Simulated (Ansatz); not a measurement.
# CH7OSn: the cost of one run

Program: Ansatz 0.2.0. Level of theory: UKS BLYP-D4/def2-SVP. These are calculated values, not measurements.

## Step 1: Starting point

Bond lengths: O3–C4 1.383 Å, Sn2–H5 1.761 Å, Sn2–H6 1.754 Å, Sn2–H7 1.752 Å, C4–H8 1.097 Å, C4–H9 1.097 Å, C4–H10 1.094 Å. Angles: O3–C4–H8 112.6°, O3–C4–H9 112.7°, O3–C4–H10 105.4°, H8–C4–H9 109.3°, H8–C4–H10 108.4°, H9–C4–H10 108.2°, H5–Sn2–H6 101.9°, H5–Sn2–H7 102.0°, H6–Sn2–H7 103.0°.

As a file:

```xyz
10

H    -0.0347   -0.2845   -0.4864
Sn    2.0645    0.4228   -0.1232
O    -1.1239   -0.8969   -0.6688
C    -2.1039   -0.3572    0.1441
H     2.3573    2.0167    0.5671
H     2.8931   -0.6234    1.0145
H     3.1345    0.4233   -1.5104
H    -2.3275    0.6885   -0.1019
H    -1.8594   -0.4341    1.2107
H    -3.0000   -0.9553   -0.0457
```

## Step 2: A restrained relaxation towards end A

Springs on the bonds that form and break draw the guess towards this end; the thresholds are loose.

input.yaml

```yaml
crystal:
  periodic: [false, false, false]
  atoms:
    - { symbol: H, position_ang: [-0.0347, -0.2845, -0.4864] }
    - { symbol: Sn, position_ang: [2.0645, 0.4228, -0.1232] }
    - { symbol: O, position_ang: [-1.1239, -0.8969, -0.6688] }
    - { symbol: C, position_ang: [-2.1039, -0.3572, 0.1441] }
    - { symbol: H, position_ang: [2.3573, 2.0167, 0.5671] }
    - { symbol: H, position_ang: [2.8931, -0.6234, 1.0145] }
    - { symbol: H, position_ang: [3.1345, 0.4233, -1.5104] }
    - { symbol: H, position_ang: [-2.3275, 0.6885, -0.1019] }
    - { symbol: H, position_ang: [-1.8594, -0.4341, 1.2107] }
    - { symbol: H, position_ang: [-3.0, -0.9553, -0.0457] }
magnetization:
  spin_polarized: true
  initial_magnetization: 1
basis:
  gaussian: { orbitals: def2-SVP }
hamiltonian:
  xc: blyp
  dispersion: d4
relax:
  f_tol: 0.15
  max_steps: 25
  restrain:
    - { distance: [0, 2], at: 2.27, k: 30.0 }
    - { distance: [1, 0], at: 1.7, k: 30.0 }
```

Command:

```console
$ ansatz run input.yaml --threads 2 --pin off --max-ram 3072MiB --backend cpu --events-out ev --progress --plain --runs-dir out
```

Q: Estimate wall time and peak memory on 2 threads of Arm Neoverse V1, shared host.

About 26 s, with a peak of 0.19 GiB.
